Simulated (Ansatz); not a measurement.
CsEu, 2 atoms in the cell. Symmetry: P-6m2, No. 187, hexagonal system. Conventional cell: a = 4.464 Å, b = 4.464 Å, c = 8.009 Å, α = 90.00°, β = 90.00°, γ = 120.00°. Eu (site symmetry -6m2) has 6 Eu at 4.46 Å as nearest neighbours. Cs (site symmetry -6m2) is surrounded by 6 Cs at 4.46 Å. The cell comes from a database or a generator and needn't be the stable form of this composition.

```yaml
Program: Ansatz 0.2.0
Task: single point
Functional: PBE
Potentials_or_basis: Ansatz PAW
Cutoff: "420 eV (not typed: the program's choice for these potentials)"
k_mesh: 7 × 7 × 4
Occupations: fermi-dirac, width 0.05 eV
Spin: collinear spin, random start
Starting_moments: "[-3.75, 0.0] μB"
```

Potentials or basis: Ansatz PAW.

The run is started by

```console
$ ansatz run input.yaml --threads 2 --pin off --max-ram 5632MiB --backend cpu --events-out ev --progress --plain --runs-dir out
```

Hardware: 2 threads of Arm Neoverse V1, with other jobs on the host.

Q: How long does it take, and how much memory?

A: Wall time 13 s on 2 threads of Arm Neoverse V1, on a shared host, peak memory 0.43 GiB. Counts: scf iterations 13, plane waves 2697, k points 24, bands 20.
